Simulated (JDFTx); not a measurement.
# TiAl3 (I4/mmm) in JDFTx: reference runs

How does TiAl3 come out in PBEsol? The cell is run as given.

All numbers are computed with JDFTx 1.7.0 (patched build); they aren't measurements. Logs are shortened: lines on timing, memory, paths and dates and some standing lists are left out, and cuts for length are marked. The log counts tension as positive stress, the text compression.

## Step 1: The structure

The structure is tetragonal, space group I4/mmm (No. 139). Conventional cell: a = 3.822 Å, b = 3.822 Å, c = 8.561 Å, α = 90.00°, β = 90.00°, γ = 90.00°. Ti (site symmetry 4/mmm) has 12 Al at 2.70 to 2.87 Å as nearest neighbours. Around Al (site symmetry -4m2) lie 8 Al at 2.70 to 2.87 Å and 4 Ti at 2.87 Å. Around Al (site symmetry 4/mmm) lie 4 Ti at 2.70 Å and 8 Al at 2.87 Å.

The cell comes from a database or a generator and needn't be the stable form of this composition.

## Step 2: Single point, PBEsol

The input, TiAl3.in:

```
lattice \
   -3.6114683927     3.6114683927     3.6114683927 \
    3.6114683927    -3.6114683927     3.6114683927 \
    8.0892916522     8.0892916522    -8.0892916522
coords-type Lattice
ion Ti     0.0000000000     0.0000000000     0.0000000000 1
ion Al     0.2500000000     0.7500000000     0.5000000000 1
ion Al     0.7500000000     0.2500000000     0.5000000000 1
ion Al     0.5000000000     0.5000000000     0.0000000000 1

ion-species pseudo/Ti.upf
ion-species pseudo/Al.upf
elec-cutoff 42 336
elec-ex-corr gga-PBEsol
kpoint-folding 10 10 10
elec-smearing Fermi 0.0018374661
elec-n-bands 17
electronic-SCF nIterations 100 energyDiffThreshold 1e-09
electronic-minimize nIterations 30 energyDiffThreshold 1e-7
converge-empty-states yes
forces-output-coords Cartesian

dump-name run.$VAR
dump End Ecomponents EigStats BandEigs Kpoints Forces Stress
```

Potentials or basis: PseudoDojo-SR-PBEsol-0.4.1-standard with smoothed tails.

Started as:

```console
$ jdftx -c 1 -i TiAl3.in -o TiAl3.out
```

What it wrote:

```text
*************** JDFTx 1.7.0 (patched build) ***************

Input parsed successfully to the following command list (including defaults):
[... the input with its defaults ...]

---------- Setting up symmetries ----------

Non-trivial transmission matrix:
[   1   0   0  ]
[   0   1   0  ]
[   1   1   1  ]
with reduced lattice vectors:
[      0.000000      7.222937      3.611468  ]
[      7.222937      0.000000      3.611468  ]
[      0.000000      0.000000     -8.089292  ]

Found 16 point-group symmetries of the bravais lattice
Found 16 space-group symmetries with basis
Applied RMS atom displacement 0 bohrs to make symmetries exact.

---------- Initializing the Grid ----------
R =
[     -3.61147      3.61147      3.61147  ]
[      3.61147     -3.61147      3.61147  ]
[      8.08929      8.08929     -8.08929  ]
unit cell volume = 422.025
G =
[ -7.66866e-18   0.869893   0.388364  ]
[   0.869893 -7.66866e-18   0.388364  ]
[   0.869893   0.869893 -8.92663e-18  ]
Minimum fftbox size, Smin = [  80  80  80  ]
Chosen fftbox size, S = [  80  80  80  ]

---------- Initializing tighter grid for wavefunction operations ----------
R =
[     -3.61147      3.61147      3.61147  ]
[      3.61147     -3.61147      3.61147  ]
[      8.08929      8.08929     -8.08929  ]
unit cell volume = 422.025
G =
[ -7.66866e-18   0.869893   0.388364  ]
[   0.869893 -7.66866e-18   0.388364  ]
[   0.869893   0.869893 -8.92663e-18  ]
Minimum fftbox size, Smin = [  56  56  56  ]
Chosen fftbox size, S = [  56  56  56  ]

---------- Exchange Correlation functional ----------
Initalized PBEsol GGA exchange.
Initalized PBEsol GGA correlation.

---------- Setting up pseudopotentials ----------
Width of ionic core gaussian charges (only for fluid interactions / plotting) set to 0

Reading pseudopotential file 'pseudo/Ti.upf':
  'Ti' pseudopotential, 'PBESOL' functional
  Generated using ONCVPSP code by D. R. Hamann
  12 valence electrons, 4 orbitals, 6 projectors, 1001 radial grid points, with lMax = 2
    3S    l: 0   occupation:  2.0   eigenvalue: -2.295026
    3P    l: 1   occupation:  6.0   eigenvalue: -1.424955
    3D    l: 2   occupation:  2.0   eigenvalue: -0.157121
    4S    l: 0   occupation:  2.0   eigenvalue: -0.164537
  Core radius for overlap checks: 1.61 bohrs.

Reading pseudopotential file 'pseudo/Al.upf':
  'Al' pseudopotential, 'PBESOL' functional
  Generated using ONCVPSP code by D. R. Hamann
  3 valence electrons, 2 orbitals, 6 projectors, 1001 radial grid points, with lMax = 2
    3S    l: 0   occupation:  2.0   eigenvalue: -0.283523
    3P    l: 1   occupation:  1.0   eigenvalue: -0.098840
  Core radius for overlap checks: 1.74 bohrs.

Initialized 2 species with 4 total atoms.

Folded 1 k-points by 10x10x10 to 1000 k-points.

---------- Setting up k-points, bands, fillings ----------
Reduced to 102 k-points under symmetry.
Computing the number of bands and number of electrons
Calculating initial fillings.
nElectrons:  21.000000   nBands: 17   nStates: 102

----- Setting up reduced wavefunction bases (one per k-point) -----
average nbasis = 5486.643 , ideal nbasis = 5486.635

---------- Setting up ewald sum ----------
Optimum gaussian width for ewald sums = 2.410258 bohr.
Real space sum over 1573 unit cells with max indices [  5  5  6  ]
Reciprocal space sum over 3375 terms with max indices [  7  7  7  ]

---------- Allocating electronic variables ----------
Initializing wave functions:  linear combination of atomic orbitals
Ti pseudo-atom occupations:   s ( 2 2 )  p ( 6 )  d ( 2 )
Al pseudo-atom occupations:   s ( 2 )  p ( 1 )
	FillingsUpdate:  mu: +0.426121349  nElectrons: 21.000000
LCAOMinimize: Iter:   0  F: -64.4937231324931730  |grad|_K:  2.392e-03  alpha:  1.000e+00
	FillingsUpdate:  mu: +0.352135667  nElectrons: 21.000000
LCAOMinimize: Iter:   1  F: -64.5137424923920548  |grad|_K:  1.032e-03  alpha:  2.598e-01  linmin:  3.487e-01  cgtest: -1.085e+00
LCAOMinimize: 	Bad step direction: g.d > 0.
[... 10 lines of inner loops ...]
LCAOMinimize: Iter:   5  F: -64.5192504809390357  |grad|_K:  3.723e-06  alpha:  2.073e-01  linmin:  6.678e-04  cgtest:  2.698e-03
	FillingsUpdate:  mu: +0.381790567  nElectrons: 21.000000
LCAOMinimize: Iter:   6  F: -64.5192506804115880  |grad|_K:  8.346e-07  alpha:  5.340e-01  linmin:  1.228e-03  cgtest: -1.914e-03
LCAOMinimize: Converged (|Delta F|<1.000000e-06 for 2 iters).

-------- Electronic minimization -----------
Will mix electronic density at each iteration.
	FillingsUpdate:  mu: +0.381790568  nElectrons: 21.000000
	FillingsUpdate:  mu: +0.365367514  nElectrons: 21.000000
SCF: Cycle:  0   F: -64.624275839174359   dF: -1.050e-01   |Residual|: 1.017e-01   |deigs|: 2.203e-02
	FillingsUpdate:  mu: +0.347272965  nElectrons: 21.000000
SCF: Cycle:  1   F: -64.631994585487519   dF: -7.719e-03   |Residual|: 5.342e-02   |deigs|: 2.764e-02
	FillingsUpdate:  mu: +0.355016880  nElectrons: 21.000000
SCF: Cycle:  2   F: -64.642482806318895   dF: -1.049e-02   |Residual|: 2.352e-02   |deigs|: 1.086e-02
	FillingsUpdate:  mu: +0.352762720  nElectrons: 21.000000
SCF: Cycle:  3   F: -64.642799018163004   dF: -3.162e-04   |Residual|: 6.128e-03   |deigs|: 4.229e-03
	FillingsUpdate:  mu: +0.353531493  nElectrons: 21.000000
SCF: Cycle:  4   F: -64.642853703614648   dF: -5.469e-05   |Residual|: 1.949e-03   |deigs|: 1.296e-03
	FillingsUpdate:  mu: +0.353300296  nElectrons: 21.000000
SCF: Cycle:  5   F: -64.642864954857686   dF: -1.125e-05   |Residual|: 3.357e-04   |deigs|: 3.524e-04
	FillingsUpdate:  mu: +0.353251485  nElectrons: 21.000000
SCF: Cycle:  6   F: -64.642865804961929   dF: -8.501e-07   |Residual|: 2.344e-04   |deigs|: 1.111e-04
	FillingsUpdate:  mu: +0.353276030  nElectrons: 21.000000
SCF: Cycle:  7   F: -64.642866378626636   dF: -5.737e-07   |Residual|: 3.055e-05   |deigs|: 7.650e-05
	FillingsUpdate:  mu: +0.353275760  nElectrons: 21.000000
SCF: Cycle:  8   F: -64.642866552746227   dF: -1.741e-07   |Residual|: 2.031e-05   |deigs|: 5.291e-05
	FillingsUpdate:  mu: +0.353276667  nElectrons: 21.000000
SCF: Cycle:  9   F: -64.642866633439127   dF: -8.069e-08   |Residual|: 3.834e-05   |deigs|: 7.418e-05
	FillingsUpdate:  mu: +0.353275425  nElectrons: 21.000000
SCF: Cycle: 10   F: -64.642866666133671   dF: -3.269e-08   |Residual|: 2.467e-05   |deigs|: 5.646e-05
	FillingsUpdate:  mu: +0.353275112  nElectrons: 21.000000
SCF: Cycle: 11   F: -64.642866678771028   dF: -1.264e-08   |Residual|: 1.835e-05   |deigs|: 5.220e-05
	FillingsUpdate:  mu: +0.353275290  nElectrons: 21.000000
SCF: Cycle: 12   F: -64.642866684420071   dF: -5.649e-09   |Residual|: 1.757e-05   |deigs|: 5.489e-05
	FillingsUpdate:  mu: +0.353274909  nElectrons: 21.000000
SCF: Cycle: 13   F: -64.642866686403011   dF: -1.983e-09   |Residual|: 2.452e-05   |deigs|: 5.654e-05
	FillingsUpdate:  mu: +0.353275407  nElectrons: 21.000000
SCF: Cycle: 14   F: -64.642866687331548   dF: -9.285e-10   |Residual|: 8.082e-06   |deigs|: 6.279e-05
	FillingsUpdate:  mu: +0.353275375  nElectrons: 21.000000
SCF: Cycle: 15   F: -64.642866687621293   dF: -2.897e-10   |Residual|: 7.733e-07   |deigs|: 5.575e-05
SCF: Converged (|Delta E|<1.000000e-09 for 2 iters).

Setting wave functions to eigenvectors of Hamiltonian
Converging empty states (this may take a while):
EmptyStates: None of the convergence criteria satisfied.
|deigs|: 2.882e-04

# Stress tensor in Cartesian coordinates [Eh/a0^3]:
[   1.9166e-05            0            0  ]
[            0   1.9166e-05            0  ]
[            0            0  2.18341e-05  ]

# Ionic positions in lattice coordinates:
ion Ti   0.000000000000000   0.000000000000000   0.000000000000000 1
ion Al   0.250000000000000   0.750000000000000   0.500000000000000 1
ion Al   0.750000000000000   0.250000000000000   0.500000000000000 1
ion Al   0.500000000000000   0.500000000000000   0.000000000000000 1

# Forces in Cartesian coordinates:
force Ti  -0.000000000000000  -0.000000000000000  -0.000000000000000 1
force Al   0.000000000000000   0.000000000000000   0.000000000000000 1
force Al   0.000000000000000   0.000000000000000  -0.000000000000000 1
force Al  -0.000000000000000   0.000000000000000  -0.000000000000000 1

# Energy components:
   Eewald =      -42.8273203075914637
       EH =       19.0400491809721331
     Eloc =      -58.4668422072659766
      Enl =        1.6688982952835663
      Exc =      -11.9722934284330815
 Exc_core =        1.6781424325008809
       KE =       26.2369911267291087
-------------------------------------
     Etot =      -64.6423749078048218
       TS =        0.0004917798164645
-------------------------------------
        F =      -64.6428666876212930

IonicMinimize: Iter:   0  F: -64.642866687621293  |grad|_K:  1.763e-36
IonicMinimize: Converged (|grad|_K<1.000000e-04).

#--- Lowdin population analysis ---
# oxidation-state Ti +0.499
# oxidation-state Al -0.134 -0.134 -0.090

Dumping 'run.eigStats' ...
	eMin: -1.712026 at state 0 ( [ +0.000000 +0.000000 +0.000000 ] spin 0 )
	HOMO: +0.353198 at state 75 ( [ +0.200000 +0.400000 -0.300000 ] spin 0 )
	mu  : +0.353275
	LUMO: +0.353586 at state 96 ( [ +0.300000 -0.300000 +0.500000 ] spin 0 )
	eMax: +0.586036 at state 101 ( [ +0.500000 +0.500000 +0.500000 ] spin 0 )
	HOMO-LUMO gap: +0.000388
	Optical gap  : +0.009974 at state 52 ( [ +0.100000 +0.500000 -0.300000 ] spin 0 )
WARNING: the last solve of the electrons (or of bands or displaced states from it) ended unconverged.
Done!
```

Run time: 15 min. Hardware: 1 thread of Arm Neoverse V1, shared host; peak memory 0.86 GiB.

Results:

| Property | Result |
| --- | --- |
| Free energy | -1759.0220 eV |
| Pressure | -0.6 GPa |
| Band gap on the k mesh | none (metal or under the smearing width) |
| Loewdin charges | Ti +0.50; Al -0.13, -0.09 e |

Levels at points of the mesh, in eV from the Fermi level:
```tsv
k point	band 8	band 9	band 10	band 11	band 12	band 13	band 14	band 15
(0.00, 0.00, 0.00)	-1.43	-1.23	-1.23	0.85	1.76	1.76	2.24	2.48
(0.00, 0.00, 0.50)	-3.77	-2.70	-2.21	-0.99	1.78	1.95	2.71	2.86
(0.00, 0.50, 0.00)	-2.94	-1.06	-0.26	0.51	1.81	2.10	2.74	3.18
(0.50, 0.50, 0.50)	-0.92	-0.92	-0.24	0.71	0.71	0.97	3.08	4.78
```

Caveat: the empty levels aren't tightly converged.
